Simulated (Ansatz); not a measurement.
**GaBAs2: the band gap up the ladder of functionals**

An exercise on one series of results from a longer session: the logs are not shown, and one member is left open.

Code: Ansatz 0.2.0. PAW datasets, plane waves. No spin polarisation. The prototype was imposed, so other structures may be more stable.

## The system as given

The cell was relaxed beforehand with r2SCAN.

It is tetragonal, I-42d (No. 122); conventional cell a = 5.270 Å, c = 10.212 Å, 17.72 Å³ an atom. Near B stand 4 As at 2.11 Å; near As stand 2 B at 2.11 Å and 2 Ga at 2.43 Å; near Ga stand 4 As at 2.43 Å.

Coordinates:

```cif
data_structure
_symmetry_space_group_name_H-M 'P 1'
_symmetry_Int_Tables_number 1
_cell_length_a 6.3210
_cell_length_b 6.3210
_cell_length_c 6.3210
_cell_angle_alpha 130.728
_cell_angle_beta 130.728
_cell_angle_gamma 72.246
_cell_volume 141.80
loop_
_atom_site_label
_atom_site_type_symbol
_atom_site_fract_x
_atom_site_fract_y
_atom_site_fract_z
_atom_site_occupancy
B1 B 0.00000 0.00000 0.00000 1
As1 As 0.37500 0.32335 0.44835 1
B2 B 0.75000 0.25000 0.50000 1
As2 As 0.07335 0.62500 0.94835 1
Ga1 Ga 0.50000 0.50000 0.00000 1
As3 As 0.87500 0.92665 0.55165 1
Ga2 Ga 0.25000 0.75000 0.50000 1
As4 As 0.67665 0.12500 0.05165 1
```

The first run:

Input file input.yaml:

```yaml
crystal:
  lattice:
    - [-2.6349549623, 2.6349549623, 5.1058346179]
    - [2.6349549623, -2.6349549623, 5.1058346179]
    - [2.6349549623, 2.6349549623, -5.1058346179]
  atoms:
    - { symbol: B, position: [0.0, 0.0, 0.0] }
    - { symbol: As, position: [0.375, 0.3233543464, 0.4483543464] }
    - { symbol: B, position: [0.75, 0.25, 0.5] }
    - { symbol: As, position: [0.0733543464, 0.625, -0.0516456536] }
    - { symbol: Ga, position: [0.5, 0.5, 0.0] }
    - { symbol: As, position: [0.875, 0.9266456536, 0.5516456536] }
    - { symbol: Ga, position: [0.25, 0.75, 0.5] }
    - { symbol: As, position: [0.6766456536, 0.125, 0.0516456536] }
kpoints:
  mp_grid: { grid: [8, 8, 8] }
  band_path:
    path:
      - [[0.0, 0.0, 0.0], [4.990732779214e-18, 3.714368851037e-17, 0.5], [0.25, 0.25, 0.25], [-2.176984733548e-17, 0.5, 5.710934379619e-17], [0.0, 0.0, 0.0], [0.5, 0.5, -0.5], [0.3165813987373, 0.6834186012627, -0.3165813987373]]
      - [[-0.3165813987373, 0.3165813987373, 0.3165813987373], [0.0, 0.0, 0.0]]
      - [[4.990732779214e-18, 3.714368851037e-17, 0.5], [-0.1331627974746, 0.1331627974746, 0.5]]
      - [[0.5, 0.5, -0.1331627974746], [0.5, 0.5, -0.5]]
    npoints: 10
hamiltonian:
  xc: pbe
scf:
  occupations: { method: fermi_dirac, width: 0.02 }
  n_extra_bands: 6
output:
  forces: true
  stress: true
  eigenvalues: true
```

The run is started by

```console
> ansatz run input.yaml --threads 4 --pin off --max-ram 6451MiB --backend cpu --events-out ev --progress --plain --runs-dir out
```

Steps of the session up to this table: Band structure with PBE; r2SCAN at the same geometry; HSE06; Single point with PBE+SOC; Single point with PBE0.

One of the session's tables, all rows but one given; the rest of the session is left out.

| level | gap (eV) |
| --- | --- |
| PBE | 0.88 |
| r2SCAN | 1.12 |
| HSE06 | ? |
| PBE+SOC | 0.79 |
| PBE0 | 2.14 |

**Question.** Estimate the row for HSE06.

As computed: gap (eV): 1.49. In the column «gap (eV)» it lies between r2SCAN (1.12) and PBE0 (2.14).

Meshes: PBE 8×8×8, r2SCAN 8×8×8, HSE06 4×4×4, PBE+SOC 8×8×8, PBE0 4×4×4

Against HSE06, PBE is short by 0.61 eV, at 59 % of it, and r2SCAN 75 %. PBE0 lies 0.64 eV above HSE06, which differs from it by screening the long-range exchange.

To keep in mind: Warnings in the runs' records: stress exchange threshold loose, stress scf threshold loose.
